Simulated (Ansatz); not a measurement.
# C₂H₃F₂NOSi: one species, many methods

The task here is to estimate one member of a computed series from the others.

Program: Ansatz 0.2.0, Gaussian basis. Level of theory: functionals in def2-TZVPP, the program's frozen cores in correlated methods. These are calculated values, not measurements.

Levels to be run: LDA (SPW92), PBE-D4, revPBE-D4, BLYP-D4, r2SCAN-D4, B97M-V, PBE0-D4, B3LYP-D4, r2SCANh-D4, r2SCAN0-D4, HSE06-D4, BHLYP-D4, CAM-B3LYP-D4, LC-ωPBE, ωB97X-V, ωB97M-V, B2PLYP, PBE-QIDH; CCSD(T)/def2-SVP; CCSD(T)/def2-TZVPP; MP2/def2-QZVPP; extrapolation to the limit; RPA on PBE.

**Structure used throughout**

An earlier PBE0-D4 in a triple-zeta def2 set relaxation fixed the geometry.

SMILES `CO[Si](F)(F)C#N`, 10 atoms, charge 0, spin multiplicity 1.

Atoms are counted from 1 here; the program's logs count them from 0.

Bond lengths: C1–O2 1.419 Å, C1–H8 1.092 Å, C1–H9 1.093 Å, C1–H10 1.089 Å, O2–Si3 1.593 Å, Si3–F4 1.573 Å, Si3–F5 1.566 Å, Si3–C6 1.835 Å, C6–N7 1.151 Å. Angles: O2–C1–H8 110.5°, O2–C1–H9 111.0°, O2–C1–H10 107.5°, H8–C1–H9 109.5°, H8–C1–H10 109.2°, H9–C1–H10 109.0°, C1–O2–Si3 128.5°, O2–Si3–F4 113.1°, O2–Si3–F5 108.8°, O2–Si3–C6 110.8°, F4–Si3–F5 108.7°, F4–Si3–C6 106.4°, F5–Si3–C6 108.9°, Si3–C6–N7 176.6°.

As a file:

```xyz
10
C2H3F2NOSi
C     0.51527   -1.13985    1.01695
O     0.70160   -0.64463   -0.30002
Si   -0.22790    0.35145   -1.12614
F    -1.64958   -0.24479   -1.43741
F     0.47992    0.69447   -2.47994
C    -0.50956    1.90634   -0.19243
N    -0.66650    2.84845    0.44910
H    -0.31378   -1.84997    1.04479
H     0.32096   -0.32445    1.71860
H     1.43267   -1.64833    1.30929
```

The first run:

in.yaml reads:

```yaml
crystal:
  periodic: [false, false, false]
  atoms:
    - {symbol: C, position_ang: [0.515269, -1.139846, 1.016949]}
    - {symbol: O, position_ang: [0.701604, -0.644633, -0.300023]}
    - {symbol: Si, position_ang: [-0.227905, 0.351446, -1.126145]}
    - {symbol: F, position_ang: [-1.649579, -0.244793, -1.437411]}
    - {symbol: F, position_ang: [0.479918, 0.694472, -2.479937]}
    - {symbol: C, position_ang: [-0.509556, 1.906343, -0.192425]}
    - {symbol: N, position_ang: [-0.666498, 2.848451, 0.449100]}
    - {symbol: H, position_ang: [-0.313781, -1.849965, 1.044792]}
    - {symbol: H, position_ang: [0.320957, -0.324448, 1.718605]}
    - {symbol: H, position_ang: [1.432671, -1.648327, 1.309294]}
basis:
  gaussian: {orbitals: def2-TZVPP}
hamiltonian: {xc: lda}
output: {orbitals: {seedname: orbitals}}
```

Launch:

```sh
$ ansatz run in.yaml --threads 4 --pin off --events-out ev --progress --plain --max-ram 10444MiB
```

Among the steps run: LDA; PBE-D4 (GGA); revPBE-D4 (GGA); BLYP-D4 (GGA); r2SCAN-D4 (meta-GGA); B97M-V (meta-GGA); B3LYP-D4 (hybrid); r2SCANh-D4 (hybrid); r2SCAN0-D4 (hybrid); HSE06-D4 (hybrid); BHLYP-D4 (hybrid); CAM-B3LYP-D4 (range-separated); LC-ωPBE (range-separated); ωB97X-V (range-separated); ωB97M-V (range-separated); B2PLYP (double hybrid); PBE-QIDH (double hybrid).

One table of the session follows, with a row left open; its other results are not shown here.

It belongs to the step «Frontier levels by functional». 

```
  functional  HOMO (eV)  gap (eV)
 LDA (SPW92)      -8.27      5.96
      PBE-D4      -8.10      6.11
   revPBE-D4      -8.03      6.17
     BLYP-D4      -8.01      6.16
   r2SCAN-D4      -8.46      6.67
      B97M-V      -8.54      6.82
     PBE0-D4          ?         ?
    B3LYP-D4      -9.48      8.27
  r2SCANh-D4      -9.07      7.65
  r2SCAN0-D4      -9.99      9.12
    HSE06-D4      -9.32      7.96
    BHLYP-D4     -11.30     11.42
CAM-B3LYP-D4     -11.23     11.40
     LC-ωPBE     -12.60     14.02
     ωB97X-V     -12.23     13.56
     ωB97M-V     -12.14     13.34
```

**Question.** Estimate the row for PBE0-D4.

The run gave: HOMO (eV): -9.73; gap (eV): 8.75. In the column «HOMO (eV)» it lies between r2SCAN0-D4 (-9.99) and B3LYP-D4 (-9.48).
